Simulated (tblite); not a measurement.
# GeH6O4Si: the cost of one run

Computed with tblite 0.8.0 and PySCF 2.14.0; each step states its level. No surroundings beyond the atoms listed, unless a continuum is named. Atoms count from 0, parts from 1.

### 1 The system as given

12 atoms, charge 0, multiplicity 1; geometry: distance geometry start.

### 2 Geometry optimisation with GFN2-xTB

What the job is given:

```
{"job": {"kind": "relax", "xc": "GFN2-xTB", "basis": "xTB"}, "charge": 0, "multiplicity": 1}
O      3.212091    -1.076085     0.523058
Ge     1.433130    -0.885484     1.073041
O      0.394316    -1.985451     0.002717
O      1.262790    -1.380812     2.847599
O      0.919708     0.900981     0.842223
Si    -0.566910     1.564775     1.506934
H      3.751753    -0.382863     0.063420
H      0.161729    -1.816673    -0.936453
H      0.921046    -0.829510     3.538708
H     -1.660772     0.726124     1.186062
H     -0.470002     1.719904     2.896791
H     -0.809160     2.833547     0.901529
```

Method: GFN2-xTB geometry optimisation, gas phase.

Launch:

```console
OMP_NUM_THREADS=1 python cluster_run.py task.json out
```

One launch serves the whole session: the jobs run in the order shown.

**Question.** How long does this first job take on 1 thread of Intel Xeon 6975P-C, shared host?

About 1.3 s.
